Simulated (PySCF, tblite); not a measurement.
**C₂H₁₁BN₂Si: a rotation path, then NMR shifts on frames**

Aim: move C₂H₁₁BN₂Si (`CB(C)N[SiH2]N`) away from its starting geometry and see how NMR shifts follow the geometry.

Computed with tblite 0.8.0 and PySCF 2.14.0, with density-fitted response routines of our own, on a single molecule in the gas phase. Atoms are numbered from 0 throughout.

### Step 1. Starting geometry

17 atoms, charge 0, multiplicity 1; geometry from: GFN2-xTB.

Bonds of the start (Å): C0–B1 1.59, B1–C2 1.59, B1–N3 1.40, N3–Si4 1.74, Si4–N5 1.73, C0–H6 1.09, C0–H7 1.09, C0–H8 1.09, C2–H9 1.09, C2–H10 1.09, C2–H11 1.09, N3–H12 1.01, Si4–H13 1.46, Si4–H14 1.47, N5–H15 1.01, N5–H16 1.01.

### Step 2. A band between two rotamers with GFN2-xTB

Job settings and geometry (Å):

```
{"job": {"kind": "neb", "xc": "GFN2-xTB", "basis": "xTB", "atoms": [5, 4, 3, 1], "turn": 120}, "charge": 0, "multiplicity": 1}
C     -1.712130     1.687067     0.456080
B     -0.945524     0.328157     0.142427
C     -1.771509    -1.004040    -0.095489
N      0.451834     0.327008     0.065421
Si     1.587110    -0.949815    -0.259219
N      3.110726    -0.150330    -0.113931
H     -2.632675     1.528355     1.013224
H     -1.107261     2.402121     1.011554
H     -1.995310     2.175188    -0.476636
H     -2.541778    -0.864722    -0.852277
H     -1.152889    -1.844450    -0.398220
H     -2.291444    -1.292975     0.817183
H      0.900716     1.209263     0.269997
H      1.585502    -1.979061     0.781161
H      1.297656    -1.524503    -1.583651
H      3.938920    -0.721291    -0.134088
H      3.271060     0.686058    -0.653447
```

With the program's defaults for keys left out, this is: GFN2-xTB climbing-image nudged elastic band, gas phase.

Started as:

```
$ OMP_NUM_THREADS=1 python probes_run.py task.json out
```

This one command runs all jobs of the session in turn.

Output:

```text
image   E - E0 / eV
  0      -0.0000
  1       0.0147
  2       0.0419
  3       0.0699
  4       0.0880
  5       0.0917
  6       0.0825
  7       0.0656
  8       0.0474
```

Run time: 3.4 s. Hardware: 1 thread of Intel Xeon Platinum 8488C, shared host.

The final band, with the dihedral N5–Si4–N3–B1:

```tsv
image	dihedral (°)	energy (eV)	energy (kcal/mol)
0	-178	0.000	0.0
1	-162	0.015	0.3
2	-147	0.042	1.0
3	-132	0.070	1.6
4	-117	0.088	2.0
5	-101	0.092	2.1
6	-87	0.083	1.9
7	-72	0.066	1.5
8	-60	0.047	1.1
```

### Step 3. NMR shieldings: image 0, PBE0/pcSseg-1

Job settings and geometry (Å):

```
{"job": {"kind": "nmr", "xc": "PBE0", "basis": "pcSseg-1", "pop": false}, "charge": 0, "multiplicity": 1}
C     -1.712100     1.687100     0.456100
B     -0.945500     0.328200     0.142400
C     -1.771500    -1.004000    -0.095500
N      0.451800     0.327000     0.065400
Si     1.587100    -0.949800    -0.259200
N      3.110700    -0.150300    -0.113900
H     -2.632700     1.528400     1.013200
H     -1.107300     2.402100     1.011600
H     -1.995300     2.175200    -0.476600
H     -2.541800    -0.864700    -0.852300
H     -1.152900    -1.844400    -0.398200
H     -2.291400    -1.293000     0.817200
H      0.900700     1.209300     0.270000
H      1.585500    -1.979100     0.781200
H      1.297700    -1.524500    -1.583700
H      3.938900    -0.721300    -0.134100
H      3.271100     0.686100    -0.653400
```

Method: GIAO PBE0/pcSseg-1 NMR shielding, non-relativistic, gas phase.

Output:

```text
coarse grid: 13832 points
cycle   1  E = -506.2338449546  dE =  3.939e-01  |g| = 6.627e-01  |ddm| = 3.481e+00
cycle   2  E = -506.1860122684  dE =  4.783e-02  |g| = 8.113e-01  |ddm| = 1.213e+00
cycle   3  E = -506.3364287557  dE = -1.504e-01  |g| = 7.083e-02  |ddm| = 7.162e-01
cycle   4  E = -506.3373993161  dE = -9.706e-04  |g| = 2.966e-02  |ddm| = 7.597e-02
cycle   5  E = -506.3376030745  dE = -2.038e-04  |g| = 5.134e-03  |ddm| = 2.289e-02
cycle   6  E = -506.3376078427  dE = -4.768e-06  |g| = 2.479e-03  |ddm| = 5.656e-03
final grid: 126632 points
cycle   7  E = -506.3637472519  dE = -2.712e-05  |g| = 9.718e-03  |ddm| = 2.090e-02
cycle   8  E = -506.3637343087  dE =  1.294e-05  |g| = 1.253e-02  |ddm| = 1.675e-02
cycle   9  E = -506.3637683359  dE = -3.403e-05  |g| = 8.175e-04  |ddm| = 9.447e-03
cycle  10  E = -506.3637684872  dE = -1.513e-07  |g| = 1.395e-04  |ddm| = 7.607e-04
cycle  11  E = -506.3637684916  dE = -4.384e-09  |g| = 3.204e-05  |ddm| = 1.349e-04
cycle  12  E = -506.3637684917  dE = -1.564e-10  |g| = 1.449e-05  |ddm| = 3.558e-05
converged SCF energy = -506.3637684917

GIAO shielding tensors (ppm)
atom      isotropic    diamagn.    paramagn.     s11        s22        s33       span
  0 C      177.975     252.998     -75.023    169.001    170.021    194.903     25.902
  1 B       50.750     190.100    -139.350     13.285     25.217    113.748    100.463
  2 C      179.910     254.064     -74.154    167.368    179.941    192.421     25.053
  3 N      150.172     325.385    -175.213     64.367    178.451    207.698    143.331
  4 Si     384.905     880.147    -495.242    362.350    369.637    422.729     60.380
  5 N      257.132     315.671     -58.539    217.808    260.533    293.055     75.246
  6 H       31.195      30.415       0.780     27.031     29.996     36.559      9.528
  7 H       31.639      31.859      -0.220     27.477     30.431     37.008      9.531
  8 H       31.287      30.510       0.777     28.230     28.662     36.970      8.741
  9 H       31.165      30.930       0.234     27.490     29.290     36.714      9.224
 10 H       31.491      33.467      -1.977     26.587     31.081     36.804     10.217
 11 H       31.234      30.959       0.274     27.594     28.999     37.108      9.514
 12 H       28.291      35.148      -6.857     21.993     29.693     33.187     11.194
 13 H       26.531      30.277      -3.746     23.037     25.310     31.246      8.209
 14 H       26.108      30.573      -4.466     22.213     25.501     30.608      8.395
 15 H       31.633      28.177       3.456     24.217     26.791     43.891     19.673
 16 H       31.625      31.183       0.442     24.275     28.878     41.722     17.447
```

Run time: 17 s. Hardware: 1 thread of Intel Xeon Platinum 8488C, shared host; peak memory 0.74 GiB.

The references, computed at this level on geometries of the same kind, shield at (ppm): ¹H TMS 31.72, ¹³C TMS 186.9, ²⁹Si TMS 349.2, ¹⁵N NH3 267.7, ¹¹B BF3·OEt2 100.1. Their shielding less the atom's gives the shift. The references are single molecules in the gas phase, so shifts against H2O, NH3, PH3, H3PO4 or CFCl3 are not on the usual liquid scales and can be off by tens of ppm. Each atom is listed at this fixed geometry, with no averaging over motion; a spectrum would average atoms that exchange fast.

```tsv
atoms	environment	σ (ppm)	δ (ppm)
C0	methyl carbon bonded to B	178.0	8.9
C2	methyl carbon bonded to B	179.9	7.0
H14	hydrogen on a silicon bonded to 2 N	26.11	5.61
H13	hydrogen on a silicon bonded to 2 N	26.53	5.19
H12	hydrogen on a nitrogen bonded to B, Si	28.29	3.43
H9	hydrogen on a methyl carbon bonded to B	31.16	0.55
H6	hydrogen on a methyl carbon bonded to B	31.20	0.52
H11	hydrogen on a methyl carbon bonded to B	31.23	0.48
H8	hydrogen on a methyl carbon bonded to B	31.29	0.43
H10	hydrogen on a methyl carbon bonded to B	31.49	0.23
H16	hydrogen on a nitrogen bonded to Si	31.62	0.09
H15	hydrogen on a nitrogen bonded to Si	31.63	0.08
H7	hydrogen on a methyl carbon bonded to B	31.64	0.08
B1	boron bonded to 2 C, N	50.8	49.3
N3	nitrogen bonded to B, Si, H	150.2	117.6
N5	nitrogen bonded to Si, 2 H	257.1	10.6
Si4	silicon bonded to 2 N, 2 H	384.9	-35.7
```

### Step 4. NMR shieldings: image 2, PBE0/pcSseg-1

Job settings and geometry (Å):

```
{"job": {"kind": "nmr", "xc": "PBE0", "basis": "pcSseg-1", "pop": false}, "charge": 0, "multiplicity": 1}
C     -1.716700     1.693500     0.393900
B     -0.946200     0.332200     0.096300
C     -1.741500    -1.039800     0.120300
N      0.423900     0.370100    -0.182000
Si     1.585500    -0.880400    -0.523300
N      3.051900    -0.269900     0.151100
H     -2.538500     1.557900     1.093300
H     -1.072200     2.477300     0.789400
H     -2.153500     2.080700    -0.526300
H     -2.623400    -1.002600    -0.516700
H     -1.142900    -1.890200    -0.193300
H     -2.103600    -1.246900     1.126600
H      0.838900     1.291700    -0.152500
H      1.332300    -2.118900     0.204900
H      1.592800    -1.109200    -1.981200
H      3.844500    -0.888700     0.187800
H      3.361800     0.655200    -0.098300
```

Level: GIAO PBE0/pcSseg-1 NMR shielding, non-relativistic, gas phase.

Output:

```text
coarse grid: 13832 points
cycle   1  E = -506.2301638966  dE =  3.963e-01  |g| = 6.669e-01  |ddm| = 3.484e+00
cycle   2  E = -506.1804318481  dE =  4.973e-02  |g| = 8.195e-01  |ddm| = 1.244e+00
cycle   3  E = -506.3340920314  dE = -1.537e-01  |g| = 7.193e-02  |ddm| = 7.425e-01
cycle   4  E = -506.3351034139  dE = -1.011e-03  |g| = 2.970e-02  |ddm| = 7.903e-02
cycle   5  E = -506.3353077398  dE = -2.043e-04  |g| = 5.175e-03  |ddm| = 2.319e-02
cycle   6  E = -506.3353126602  dE = -4.920e-06  |g| = 2.507e-03  |ddm| = 5.866e-03
final grid: 126632 points
cycle   7  E = -506.3613300213  dE = -2.816e-05  |g| = 9.706e-03  |ddm| = 2.148e-02
cycle   8  E = -506.3613169948  dE =  1.303e-05  |g| = 1.254e-02  |ddm| = 1.736e-02
cycle   9  E = -506.3613510571  dE = -3.406e-05  |g| = 8.275e-04  |ddm| = 9.789e-03
cycle  10  E = -506.3613512113  dE = -1.543e-07  |g| = 1.525e-04  |ddm| = 8.021e-04
cycle  11  E = -506.3613512167  dE = -5.332e-09  |g| = 3.192e-05  |ddm| = 1.437e-04
cycle  12  E = -506.3613512169  dE = -1.888e-10  |g| = 1.155e-05  |ddm| = 3.964e-05
converged SCF energy = -506.3613512169

GIAO shielding tensors (ppm)
atom      isotropic    diamagn.    paramagn.     s11        s22        s33       span
  0 C      177.890     253.052     -75.162    168.241    170.550    194.879     26.639
  1 B       51.711     190.160    -138.449     14.153     27.281    113.699     99.546
  2 C      180.250     253.596     -73.347    167.462    180.969    192.318     24.856
  3 N      146.634     325.078    -178.444     54.618    180.972    204.313    149.695
  4 Si     385.378     880.041    -494.663    366.600    367.677    421.858     55.258
  5 N      253.595     315.137     -61.542    216.506    256.379    287.900     71.394
  6 H       31.190      30.574       0.615     27.019     30.006     36.544      9.524
  7 H       31.661      32.006      -0.345     27.511     30.459     37.012      9.502
  8 H       31.276      30.298       0.978     28.203     28.634     36.989      8.786
  9 H       31.234      30.692       0.542     27.467     29.339     36.896      9.429
 10 H       31.400      33.451      -2.051     26.381     31.090     36.730     10.349
 11 H       31.245      31.118       0.128     27.694     28.904     37.138      9.444
 12 H       28.310      35.166      -6.856     22.228     29.967     32.736     10.508
 13 H       26.533      30.758      -4.226     22.859     26.016     30.722      7.862
 14 H       26.180      29.802      -3.622     22.416     24.886     31.238      8.822
 15 H       31.496      28.275       3.221     24.117     26.685     43.686     19.569
 16 H       31.627      30.895       0.732     24.232     28.951     41.698     17.465
```

Wall time 18 s (1 thread of Intel Xeon Platinum 8488C, shared host); peak memory 0.76 GiB.

Key values: δ C0 9.0, C2 6.7, B1 48.4, N3 121.1, H14 5.54, H13 5.18 ppm.

[end of part 1 of 2]
